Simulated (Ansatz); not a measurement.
**TaI3 (ReO3 type): other levels of theory at one geometry**

An exercise on one series of results from a longer session: the logs are not shown, and one member is left open.

Program: Ansatz 0.2.0. Level of theory: DFT at several levels, plane waves, PAW. These are calculated values, not measurements.

2 further runs of the same task are left out: 1 that didn't finish, 1 set aside as unsound or not needed. Runs told in other sessions of the task aren't counted.

**The system as given**

It takes space group Pm-3m (No. 221, cubic). The conventional cell has a = 5.608 Å, b = 5.608 Å, c = 5.608 Å, α = 90.00°, β = 90.00°, γ = 90.00°. Around Ta (site symmetry m-3m) lie 6 I at 2.80 Å. I (site symmetry 4/mmm) is surrounded by 2 Ta at 2.80 Å.

As a file:

```xyz
8
Lattice="5.6082 0.0000 5.6082 0.0000 5.6082 5.6082 0.0000 0.0000 11.2163" Properties=species:S:1:pos:R:3 pbc="T T T"
Ta    0.0000    0.0000    0.0000
I     2.8041    0.0000   11.2163
I     0.0000    0.0000    2.8041
I     0.0000    2.8041   11.2163
Ta    0.0000    0.0000    5.6082
I     2.8041    0.0000    5.6082
I     0.0000    0.0000    8.4122
I     0.0000    2.8041    5.6082
```

This cell comes from an earlier session at PBE: 44.096 Å³/atom at 0.00 GPa, on a 6×6×3 mesh, a metal on this mesh, spin moments in the atoms' spheres Ta 0.87, -0.87 μB. The large moments point both ways and cancel.

Levels to run: r²SCAN; PBEsol; LDA. Hardware: 2 threads of Arm Neoverse V2, shared host.

Set-up of the first run:

Input file input.yaml:

```yaml
crystal:
  lattice:
    - [5.6081505898, 0.0, 5.6081505898]
    - [0.0, 5.6081505898, 5.6081505898]
    - [0.0, 0.0, 11.2163011796]
  atoms:
    - { symbol: Ta, position: [0.0, 0.0, 0.0], spin: 2.0 }
    - { symbol: I, position: [0.5, 0.0, 0.75] }
    - { symbol: I, position: [0.0, 0.0, 0.25] }
    - { symbol: I, position: [0.0, 0.5, 0.75] }
    - { symbol: Ta, position: [0.0, 0.0, 0.5], spin: -2.0 }
    - { symbol: I, position: [0.5, 0.0, 0.25] }
    - { symbol: I, position: [0.0, 0.0, 0.75] }
    - { symbol: I, position: [0.0, 0.5, 0.25] }
basis:
  ecutwfc: 500
  ecutrho_ratio: 4
kpoints:
  mp_grid: { grid: [6, 6, 3] }
hamiltonian:
  xc: r2scan
scf:
  occupations: { method: gaussian, width: 0.05 }
output:
  forces: true
  stress: true
  eigenvalues: true
  populations: true
  write_density: true
  write_potential: true
  elf: true
  volumetric_format: npy
magnetization:
  spin_polarized: true
```

The run is started by

```console
$ ansatz run input.yaml --threads 2 --pin off --max-ram 2662MiB --backend cpu --events-out ev --progress --plain --runs-dir out
```

Among the steps run: r²SCAN; PBEsol; LDA.

One table of the session follows, with a row left open; its other results are not shown here.

```
 level  pressure (GPa)  largest spin moment (μB)
   PBE             0.0                      0.87
   LDA            -3.0                      0.62
PBEsol            -1.8                      0.80
r²SCAN               ?                         ?
```

Q: Estimate the row for r²SCAN from the others.

The run gave: pressure (GPa): 0.1; largest spin moment (μB): 1.16. In the column «pressure (GPa)» it is the highest.

The pressure runs from -3.0 GPa (LDA) to 0.1 GPa (r²SCAN); a negative pressure means that level wants a smaller cell, a positive one a larger cell. Total energies of different levels have different zeros and can't be compared.

To keep in mind: Warnings in the runs' records: xc potential rough in thin density, stability check not made, look outside group, slots ram shed.
